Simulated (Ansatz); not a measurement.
# C2HGe+ (singlet): wave-function methods side by side, cc-pVTZ

An exercise on one series of results from a longer session: the logs are not shown, and one member is left open.

Computed with Ansatz 0.2.0, Gaussian basis. Level: cc-pVTZ, core rule «outside noble gas», up to 16 orbitals frozen.

The runs, in order: UHF; CCSD(T) on RHF; CCSD(T) on UHF; BCCD(T) on RHF; CCSDT(Q) on RHF; CCSDT(Q) on UHF.

5 further runs of the same task are left out: 5 set aside as unsound or not needed. Runs told in other sessions of the task aren't counted.

### The system

The geometry is a PBE0/def2-TZVP stationary point (not a proven minimum) of the parent state, kept for this charge and spin. No spin-orbit coupling is included. The filled d shell of Ge may be among the frozen orbitals whatever the setting's name suggests.

4 atoms, charge 1, spin multiplicity 1.

Atoms are counted from 1 here; the program's logs count them from 0.

Bond lengths: C1–C2 1.219 Å, C1–H4 1.067 Å, C2–Ge3 1.900 Å. Angles: C2–C1–H4 180.0°, C1–C2–Ge3 180.0°.

The first run:

File in.yaml:

```yaml
crystal:
  periodic: [false, false, false]
  atoms:
    - {symbol: C, position_ang: [0.000000, 0.000000, 0.818000]}
    - {symbol: C, position_ang: [0.000000, 0.000000, -0.401200]}
    - {symbol: Ge, position_ang: [0.000000, 0.000000, -2.301300]}
    - {symbol: H, position_ang: [0.000000, 0.000000, 1.884500]}
basis:
  gaussian: {orbitals: cc-pVTZ}
total_charge: 1
magnetization: {spin_polarized: true, initial_magnetization: 0}
hamiltonian: {xc: hf}
output: {orbitals: {seedname: orbitals}}
```

Command:

```bash
$ ansatz run in.yaml --threads 1 --pin off --events-out ev --progress --plain --max-ram 2560MiB --backend cpu
```

Among the steps run: UHF; CCSD(T) on RHF; CCSD(T) on UHF; BCCD(T) on RHF; CCSDT(Q) on RHF; CCSDT(Q) on UHF.

One table of the session follows, with a row left open; its other results are not shown here.

It belongs to the step «Misses and costs». 

| method | from RCCSDT(Q) (kJ/mol) |
| --- | --- |
| RHF | +1045.6 |
| UHF | +1045.5 |
| RMP2 | +105.3 |
| RCCSD | +64.6 |
| RCCSD(T) | ? |
| BCCD(T) | +5.3 |
| RCCSDT | +5.4 |
| RCCSDT(Q) | 0 |

Estimate the missing values for RCCSD(T).

**Answer.** from RCCSDT(Q) (kJ/mol): +5.8. In the column «from RCCSDT(Q) (kJ/mol)» it lies between RCCSDT (+5.4) and RCCSD (+64.6).

Not comparable, so not listed: CCSD(T) on UHF; CCSDT(Q) on UHF (they don't share determinant, frozen orbitals or solution with the rows shown, or repeat one).

To keep in mind: Warnings: restricted reference is unstable.
